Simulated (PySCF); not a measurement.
# C6H7NO (3-Aminophenol): the cost of one run

Computed with PySCF 2.14.0, with density-fitted response routines of our own, on a single molecule, in the gas phase or a continuum. Atoms are numbered from 0 throughout.

### 1 Starting geometry

15 atoms, charge 0, multiplicity 1; geometry from: GFN2-xTB. The atoms were then displaced at random by about 0.01 Å, so the start is not that level's minimum.

Bonds of the start (Å): N0–C1 1.41, C1–C2 1.40, C2–C3 1.33, C3–C4 1.41, C4–C5 1.38, C5–O6 1.36, C5–C7 1.40, C7–C1 1.38, N0–H8 1.03, N0–H9 0.98, C2–H10 1.09, C3–H11 1.10, C4–H12 1.11, O6–H13 0.99, C7–H14 1.08.

### 2 Geometry optimisation at PBE0-D3(BJ)/def2-TZVP

What the job is given:

```
{"job": {"xc": "PBE0", "basis": "def2-TZVP", "d3": "d3bj", "grid": 2, "shake": 0.01, "kind": "geom"}, "charge": 0, "multiplicity": 1}
N      2.360130    -0.037230     0.857520
C      1.018810     0.061760     0.441800
C      0.202970     1.140170     0.822520
C     -1.034660     1.251670     0.353870
C     -1.592040     0.291870    -0.513440
C     -0.801600    -0.770970    -0.893870
O     -1.250810    -1.746820    -1.732630
C      0.515780    -0.886870    -0.423250
H      2.579800     0.515040     1.699310
H      2.771970    -0.919480     0.794290
H      0.614660     1.886320     1.509610
H     -1.676960     2.084320     0.669240
H     -2.630720     0.396680    -0.880630
H     -2.185050    -1.538370    -1.979810
H      1.092390    -1.745490    -0.731790
```

Run with:

```console
OMP_NUM_THREADS=2 python probes_run.py task.json out
```

One launch serves the whole session: the jobs run in the order shown.

**Question.** How long does this first job take on 2 threads of Intel Xeon at 2.50GHz, shared host, and how much memory does it need?

About 9.4 min, with a peak of 1.8 GiB.
